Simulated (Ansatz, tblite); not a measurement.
SrO: GFN1-xTB, run from Python

These are simulated results from tblite 0.8.0, not measurements. The cell was built from a prototype and was relaxed with r2SCAN in plane waves (Ansatz 0.2.0). Not every such cell is a known phase. All runs are without spin polarisation.

It is cubic, Fm-3m (No. 225); a = 5.160 Å in the conventional setting, 17.17 Å³ an atom. Around Sr lie 6 O at 2.58 Å; around O lie 6 Sr at 2.58 Å.

tblite solves periodic systems at the zone centre alone, so the script builds a cluster of 2×2×2 conventional cells (64 atoms), which folds in a coarse mesh of k points.

Input script:

```python
import json
from ase import Atoms
from ase.build import make_supercell
from ase.units import Bohr, GPa, Hartree
from tblite.interface import Calculator

atoms = Atoms(['Sr', 'O'],
              cell=[[0.0, 2.579892, 2.579892], [2.579892, 0.0, 2.579892], [2.579892, 2.579892, -0.0]],
              scaled_positions=[[0.0, -0.0, -0.0], [0.5, 0.5, 0.5]],
              pbc=True)
cluster = make_supercell(atoms, [[-2, 2, 2], [2, -2, 2], [2, 2, -2]])
calc = Calculator('GFN1-xTB', cluster.numbers, cluster.positions / Bohr, lattice=cluster.cell[:] / Bohr, periodic=cluster.pbc)
calc.set('temperature', 0.02 / Hartree)
calc.set('max-iter', 150)
res = calc.singlepoint()
levels = res.get('orbital-energies') * Hartree
nv = round(res.get('orbital-occupations').sum() / 2)
cells = len(cluster) // len(atoms)
out = {'energy_per_cell': res.get('energy') * Hartree / cells, 'homo': levels[nv - 1], 'lumo': levels[nv],
       'stress': (-res.get('virial') * Hartree / cluster.get_volume() / GPa).tolist(), 'charges': res.get('charges')[:len(atoms)].tolist(), 'electrons': 2 * nv / cells}
json.dump(out, open('results.json', 'w'))
for key, value in out.items():
    print(key, value)
```

Command: `python run.py`. It took 6.3 s on 1 thread of Arm Neoverse V2 (shared host), peak memory 0.12 GiB.

The log:

```
------------------------------------------------------------
  cycle        total energy    energy error   density error
------------------------------------------------------------
      1     -111.1958764132  -1.1115234E+02   1.1980687E+00
      2      24996.18437672   2.5107380E+04   3.3469180E+00
      3      7452.513823456  -1.7543671E+04   1.4452109E+00
      4      31157.32735498   2.3704814E+04   3.4751583E+00
      5      19288.89134923  -1.1868436E+04   2.2679769E+00
      6      6792.049464292  -1.2496842E+04   1.2682295E+00
      7      16847.37615819   1.0055327E+04   2.0342563E+00
      8      1470.857742978  -1.5376518E+04   9.1277734E-01
      9     -134.2787322923  -1.6051365E+03   1.0254709E+00
     10     -30.43678682336   1.0384195E+02   9.5649760E-01
     11     -167.8785667318  -1.3744178E+02   9.2951152E-01
     12      1718.061691420   1.8859403E+03   1.2259192E+00
     13      1653.670990250  -6.4390701E+01   1.2224655E+00
     14      1305.609620944  -3.4806137E+02   1.1929132E+00
     15      472.2238182472  -8.3338580E+02   1.0882999E+00
     16      1942.778704717   1.4705549E+03   1.2660520E+00
     17      2271.678733254   3.2890003E+02   1.3032894E+00
     18      1353.012215228  -9.1866652E+02   1.1838540E+00
     19      6754.087810033   5.4010756E+03   1.6619680E+00
     20      8078.160625452   1.3240728E+03   1.7253174E+00
     21      8573.270085339   4.9510946E+02   1.7570466E+00
     22      8383.985708008  -1.8928438E+02   1.7363971E+00
     23      10701.87140526   2.3178857E+03   1.7728791E+00
     24      10516.30191175  -1.8556949E+02   1.7295773E+00
     25      12157.29378515   1.6409919E+03   1.7682397E+00
     26      13668.26325591   1.5109695E+03   1.8203971E+00
     27      12986.89169276  -6.8137156E+02   1.8256888E+00
     28      11742.60718059  -1.2442845E+03   1.7741908E+00
     29      10847.89175610  -8.9471542E+02   1.7476707E+00
     30      10003.54415889  -8.4434760E+02   1.6693319E+00
     31      9632.975073192  -3.7056909E+02   1.6165425E+00
     32      9150.753379338  -4.8222169E+02   1.5311431E+00
     33     -58.22287176387  -9.2089763E+03   1.8207407E-01
     34      196.4951945211   2.5471807E+02   3.6744713E-01
     35     -111.2849733945  -3.0778017E+02   1.4542961E-01
     36     -163.6958959417  -5.2410923E+01   6.4376543E-02
     37     -159.9008722070   3.7950237E+00   7.6253956E-02
     38     -179.8720904567  -1.9971218E+01   1.8924011E-02
     39     -179.7907352319   8.1355225E-02   1.8693928E-02
     40     -180.9546471812  -1.1639119E+00   8.9467262E-03
     41     -180.4286548034   5.2599238E-01   1.4077528E-02
     42     -180.9706708420  -5.4201604E-01   3.0415449E-03
     43     -180.9271963273   4.3474515E-02   6.6737742E-03
     44     -180.9686552670  -4.1458940E-02   5.4213570E-03
     45     -180.9887248686  -2.0069602E-02   3.2630712E-03
     46     -180.7490969205   2.3962795E-01   7.6711168E-03
     47     -180.7308417286   1.8255192E-02   8.2790432E-03
     48     -180.9748104631  -2.4396873E-01   2.5837795E-03
     49     -180.9913137839  -1.6503321E-02   1.3016429E-03
     50     -180.9923158195  -1.0020356E-03   6.5499440E-04
     51     -180.9919157457   4.0007381E-04   5.4108241E-04
     52     -180.9924216993  -5.0595361E-04   7.7902251E-05
     53     -180.9924170347   4.6646539E-06   6.0354424E-05
     54     -180.9924094515   7.5832047E-06   7.3123942E-05
     55     -180.9923600552   4.9396230E-05   1.2624999E-04
     56     -180.9923878029  -2.7747630E-05   9.0842189E-05
     57     -180.9924214523  -3.3649468E-05   1.8769684E-05
     58     -180.9924207545   6.9778255E-07   2.8074981E-05
     59     -180.9924189744   1.7801612E-06   3.3999998E-05
     60     -180.9924199675  -9.9309497E-07   2.5749722E-05
     61     -180.9924225235  -2.5560605E-06   1.3870363E-06
     62     -180.9924225142   9.2909715E-09   1.7445989E-06
------------------------------------------------------------

 total:                                   5.751 sec
energy_per_cell -153.90795864126463
homo 197.15529261166668
lumo 203.3918068344016
stress [[-64.74505747343689, 1.954257793282827e-10, 3.057602994603542e-10], [1.9542575544321684e-10, -64.74505747214651, 9.325497821223479e-10], [3.0576030848193206e-10, 9.3254972352519e-10, -64.74505747202336]]
charges [1.4681837527958295, -1.4702488447811999]
electrons 8.0
```

The cycle table is in hartree for the whole cluster, and the lines after it are in eV (the energy for one cell). The printed stress is in GPa and positive in compression, and the pressure is its mean diagonal.

GFN1-xTB gives a gap of 6.24 eV. On the same cell, plane-wave PBE (Ansatz, 8×8×8 k points and the special points) gives a gap of 3.32 eV and r2SCAN a gap of 3.80 eV; on shared hosts these took about 1.1 and 2.9 core-seconds on the 2-atom cell, against 6.3 for the script. Semilocal gaps usually lie below measured ones. xTB was fitted to molecules, so gaps, charges and pressures of solids can be far off, and the gap also depends on the size of the cluster.

The pressure on this cell is -64.7 GPa (positive in compression).

xTB was fitted mostly to molecules, and a small cluster samples few k points, so gaps, pressures and kinks along a curve can be far from a solid's.
